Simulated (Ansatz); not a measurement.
Write a Python script for Ansatz 0.2.0, Python API that makes cell relaxations under several functionals of Li, space group P2_13. Settings (first run): PBEsol, PAW, cutoff 558 eV, 5×5×5 k-points, Methfessel-Paxton smearing of 0.05 eV.

The script reads `POSCAR_li`:
```text
Li
1.0
   4.45444033    0.00000000    0.00000000
   0.00000000    4.45444033    0.00000000
   0.00000000    0.00000000    4.45444033
Li
4
Direct
   0.87456800    0.12543200    0.62543200
   0.37456800    0.37456800    0.37456800
   0.12543200    0.62543200    0.87456800
   0.62543200    0.87456800    0.12543200
```

`li.py`:
```python
# -*- coding: utf-8 -*-
"""How the lattice of Li depends on the functional."""

import warnings

import ansatz
from ase.io import read
import numpy as np

def edges_and_angles(cell):
    cell = np.asarray(cell)
    a, b, c = np.linalg.norm(cell, axis=1)
    cosines = cell[1] @ cell[2] / (b * c), cell[0] @ cell[2] / (a * c), cell[0] @ cell[1] / (a * b)
    return (a, b, c, *np.degrees(np.arccos(cosines)))

warnings.simplefilter("ignore", ansatz.DeckWarning)

atoms = read("POSCAR_li", format="vasp")
xtal = ansatz.Crystal.from_ase(atoms)

calc = (
    xtal.calculation()
    .basis(41 * ansatz.Ry)
    .kpoints(5, 5, 5)
    .occupations("methfessel_paxton", width=0.05)
    .relax(cell=True, force_tolerance=0.05)
)

levels = [("pbesol", "none"), ("r2scan", "d4"), ("r2scan", "none")]
print("level            a       b       c    alpha   beta  gamma  V/atom  steps")
for name, dispersion in levels:
    seen = []
    run = calc.functional(name, dispersion=dispersion).session().plan()
    outcome = run.execute(on_event=lambda e: seen.append(e) if e["event"] == "relax_step" else None)
    cell = outcome.lattice.cell_ang
    label = name if dispersion == "none" else f"{name}+{dispersion}"
    print("{:13s} {:7.4f} {:7.4f} {:7.4f} {:6.2f} {:6.2f} {:6.2f}".format(label, *edges_and_angles(cell)), f"{abs(np.linalg.det(cell)) / len(outcome.lattice.sites):7.3f} {len(seen):5d}")
```

```console
$ python li.py
level            a       b       c    alpha   beta  gamma  V/atom  steps
pbesol         4.3281  4.3281  4.3281  90.00  90.00  90.00  20.268     9
r2scan+d4      4.3725  4.3725  4.3725  90.00  90.00  90.00  20.900    10
r2scan         4.3787  4.3787  4.3787  90.00  90.00  90.00  20.988    10
```

From smallest to largest: PBEsol (20.27 Å³ an atom, -8.3 % against the start), r2SCAN+D4 (20.90 Å³ an atom, -5.4 % against the start) and r2SCAN (20.99 Å³ an atom, -5.0 % against the start). The spread is 3.5 % in volume.

Reading the output:
- Dispersion corrections can be off by several per cent in the lattices of metals, and by several GPa in the pressure at a fixed cell.
- The mesh is modest for a metal, so energies can be off by several to tens of meV an atom and pressures by half a GPa or more; differences at equal mesh fare better.
- Within a few hundredths of an angstrom the cell has the higher group P4_132; the lower one is a small distortion.
- The cell relaxed to the group Fm-3m; tensors and edges are in the axes of the typed cell.
- This isn't the structure that Li takes at ambient conditions.
- Finished in 74 s on 1 thread of Arm Neoverse V1 (shared host), peak memory 0.45 GiB.
